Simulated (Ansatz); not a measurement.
# UBHLYP/STO-3G run of CH2BCl (SMILES B[C]Cl)

Aim: the electronic atomisation energy of CH2BCl at UBHLYP/STO-3G, from 5 runs. 

The calculation is run with Ansatz 0.2.0.

85 further runs of the same task are left out: 9 that didn't finish, 76 set aside as unsound or not needed.

### Step 1. The system as given

CH2BCl has 5 atoms, charge 0, and is taken as a triplet. As SMILES, `B[C]Cl`. The shape is that of a GFN2-xTB optimisation.

Bond lengths: B1–C2 1.474 Å, C2–Cl3 1.628 Å, B1–H4 1.177 Å, B1–H5 1.169 Å. Angles: B1–C2–Cl3 141.8°, C2–B1–H4 120.1°, C2–B1–H5 119.8°, H4–B1–H5 120.1°.

### Step 2. A single-point energy at UBHLYP/STO-3G

Contents of molecule.yaml:

```yaml
crystal:
  periodic: [false, false, false]
  atoms:
    - {symbol: B, position_ang: [0.414180, 0.139370, -0.472520]}
    - {symbol: C, position_ang: [-0.487440, 0.280880, 0.684730]}
    - {symbol: Cl, position_ang: [-1.470630, -0.583120, 1.652980]}
    - {symbol: H, position_ang: [0.575730, -0.915570, -0.969770]}
    - {symbol: H, position_ang: [0.968160, 1.078440, -0.895430]}
basis:
  gaussian:
    orbitals: STO-3G
hamiltonian:
  xc: {name: BHLYP}
magnetization:
  spin_polarized: true
  initial_magnetization: 2
accuracy: high
```

Started as:

```bash
ansatz run molecule.yaml --threads 1 --pin off --max-ram 2610MiB --events-out events.jsonl --progress --plain --runs-dir runs
```

What it wrote:

```text
Warning: RAYON_NUM_THREADS=1 ignored (pool sized by the plan → 1); use --threads N
Functional definition: BHLYP
  name "BHLYP"
  parameter a = 0.5
  exchange = (1 - a)*b88_x + a*exact_x
  correlation = lyp_c
370 factors; integrals over basis functions are off by at most 6.8e-9 eV
mean field evaluation 1: about -14105.4430 eV, gradient 8.5e0 eV
mean field evaluation 2: about -14106.0520 eV, gradient 4.5e0 eV
mean field evaluation 4: about -14106.2438 eV, gradient 4.2e-1 eV
mean field evaluation 8: about -14106.2516 eV, gradient 6.0e-3 eV
mean field evaluation 16: about -14106.2516 eV, gradient 3.1e-7 eV
mean field -14106.25157150 eV, -518.3951836919 hartree, gradient 4.1e-8 eV, S^2 2.005711; 0 other end points of the search recorded, 0 dependent functions left out
reference -14106.25158958 eV, -518.3951843564 hartree; 16, 14 occupied and 5, 7 virtual orbitals, 370 factors
Total energy: -14106.25158958 eV, -518.3951843564 hartree
```

It took 1.3 s on 1 thread of Arm Neoverse V2, shared host; peak memory 0.13 GiB.

### Step 3. The B atom at the same level

Contents of in.yaml:

```yaml
crystal:
  periodic: [false, false, false]
  atoms:
    - {symbol: B, position_ang: [0.000000, 0.000000, 0.000000]}
basis:
  gaussian: {orbitals: STO-3G}
total_charge: 0
magnetization: {spin_polarized: true, initial_magnetization: 1}
hamiltonian: {xc: {name: BHLYP}}
accuracy: high
```

Run the same way, it converges to -24.27395 Eh (log not shown).

### Step 4. The C atom, same level

Contents of in.yaml:

```yaml
crystal:
  periodic: [false, false, false]
  atoms:
    - {symbol: C, position_ang: [0.000000, 0.000000, 0.000000]}
basis:
  gaussian: {orbitals: STO-3G}
accuracy: high
hamiltonian: {xc: {name: BHLYP}}
magnetization: {spin_polarized: true, initial_magnetization: 2}
```

Started as:

```bash
ansatz run in.yaml --threads 1 --pin off --max-ram 2610MiB --events-out events.jsonl --progress --plain --runs-dir runs
```

What it wrote, shortened:

```text
Warning: RAYON_NUM_THREADS=1 ignored (pool sized by the plan → 1); use --threads N
[... 5 set-up lines as earlier in the session ...]
15 factors; integrals over basis functions are off by at most 9.8e-10 eV
mean field evaluation 1: about -1016.2731 eV, gradient 7.8e-13 eV
mean field evaluation 2: about -1016.2731 eV, gradient 3.5e-12 eV
mean field -1016.27314326 eV, -37.3473491603 hartree, gradient 0.0e0 eV, S^2 2.000000; 0 other end points of the search recorded, 0 dependent functions left out
reference -1016.27315225 eV, -37.3473494904 hartree; 4, 2 occupied and 1, 3 virtual orbitals, 15 factors
Total energy: -1016.27315225 eV, -37.3473494904 hartree
```

Run time: 0.12 s. Hardware: 1 thread of Arm Neoverse V2, shared host.

### Step 5. The Cl atom

Contents of run.yaml:

```yaml
crystal:
  periodic: [false, false, false]
  atoms:
    - {symbol: Cl, position_ang: [0.000000, 0.000000, 0.000000]}
basis:
  gaussian: {orbitals: STO-3G}
magnetization: {spin_polarized: true, initial_magnetization: 1}
accuracy: high
hamiltonian: {xc: {name: BHLYP}}
```

Run the same way, it converges to -455.14939 Eh (log not shown).

### Step 6. The H atom at the same level

Contents of run.yaml:

```yaml
crystal:
  periodic: [false, false, false]
  atoms:
    - {symbol: H, position_ang: [0.000000, 0.000000, 0.000000]}
basis:
  gaussian:
    orbitals: STO-3G
magnetization:
  spin_polarized: true
  initial_magnetization: 1
hamiltonian:
  xc: {name: BHLYP}
accuracy: high
```

Started as:

```bash
ansatz run run.yaml --threads 1 --pin off --max-ram 2610MiB --events-out events.jsonl --progress --plain --runs-dir runs
```

What it wrote, shortened:

```text
Warning: RAYON_NUM_THREADS=1 ignored (pool sized by the plan → 1); use --threads N
[... 5 set-up lines as earlier in the session ...]
1 factors; integrals over basis functions are off by at most 4.6e-10 eV
mean field evaluation 1: about -12.6441 eV, gradient 0.0e0 eV
mean field evaluation 2: about -12.6441 eV, gradient 0.0e0 eV
mean field -12.64407579 eV, -0.4646612147 hartree, gradient 0.0e0 eV, S^2 0.750000; 0 other end points of the search recorded, 0 dependent functions left out
reference -12.64408485 eV, -0.4646615477 hartree; 1, 0 occupied and 0, 1 virtual orbitals, 1 factors
Total energy: -12.64408485 eV, -0.4646615477 hartree
```

Run time: 0.06 s. Hardware: 1 thread of Arm Neoverse V2, shared host.

### Step 7. Summary of results

Level: UBHLYP/STO-3G.

| quantity | value |
| --- | --- |
| molecule: total energy | -518.39518 Eh |
| molecule: ⟨S²⟩ | 2.006 |
| B atom: total energy | -24.27395 Eh |
| B atom: ⟨S²⟩ | 0.750 |
| C atom: total energy | -37.34735 Eh |
| C atom: ⟨S²⟩ | 2.000 |
| Cl atom: total energy | -455.14939 Eh |
| Cl atom: ⟨S²⟩ | 0.750 |
| H atom: total energy | -0.46466 Eh |
| H atom: ⟨S²⟩ | 0.750 |
| electronic atomisation energy | 18.917 eV |

**Reading.** Taking the molecule apart into free atoms costs 18.92 eV (436 kcal/mol), before zero-point energy and without spin-orbit coupling. In a minimal basis such a difference can be off by several eV, whatever the method.
